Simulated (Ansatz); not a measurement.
# Ti3Al: the cost of one run

Method: DFT PBEsol, scalar-relativistic, plane waves, PAW, in Ansatz 0.2.0.

55 further runs of the same task are left out: 55 set aside as unsound or not needed.

## (1) Starting point

Symmetry: Fm-3m, No. 225, cubic system. The conventional cell has a = 6.758 Å, b = 6.758 Å, c = 6.758 Å, α = 90.00°, β = 90.00°, γ = 90.00°. Around Ti (site symmetry -43m) lie 4 Ti at 2.93 Å and 4 Al at 2.93 Å. Ti (site symmetry m-3m) is surrounded by 8 Ti at 2.93 Å. Al (site symmetry m-3m) is surrounded by 8 Ti at 2.93 Å.

As a file:

```
Ti Al
1.0
     0.00000    3.37923    3.37923
     3.37923    0.00000    3.37923
     3.37923    3.37923    0.00000
Ti Al
3 1
Direct
  0.75000 0.75000 0.75000
  0.25000 0.25000 0.25000
  0.00000 0.00000 0.00000
  0.50000 0.50000 0.50000
```

## (2) Volume 19.294 Å³ an atom, total moment held at 3.000 muB a cell

The input, input.yaml:

```yaml
crystal:
  lattice:
    - [0.0, 3.3792274415, 3.3792274415]
    - [3.3792274415, 0.0, 3.3792274415]
    - [3.3792274415, 3.3792274415, 0.0]
  atoms:
    - { symbol: Ti, position: [0.75, 0.75, 0.75], spin: 1.0 }
    - { symbol: Ti, position: [0.25, 0.25, 0.25], spin: 1.0 }
    - { symbol: Ti, position: [0.0, 0.0, 0.0], spin: 1.0 }
    - { symbol: Al, position: [0.5, 0.5, 0.5] }
basis:
  ecutwfc: 520.0
kpoints:
  mp_grid: { grid: [12, 12, 12] }
hamiltonian:
  xc: pbesol
  pseudopotentials: { kind: paw, azcp: { folder: soft_1 } }
scf:
  occupations: { method: gaussian, width: 0.15 }
  lower_state_search: "off"
output:
  forces: true
  stress: true
  eigenvalues: true
  populations: true
magnetization:
  spin_polarized: true
  initial_magnetization: 3.0
  spin_locking: { lock_magnetization: hard }
```

Run with:

```sh
$ ansatz run input.yaml --threads 4 --pin off --max-ram 8192MiB --backend cpu --events-out ev --progress --plain --runs-dir out
```

What time and memory should one allow on 4 threads of Arm Neoverse V1, shared host?

About 8.9 s, with a peak of 0.59 GiB.
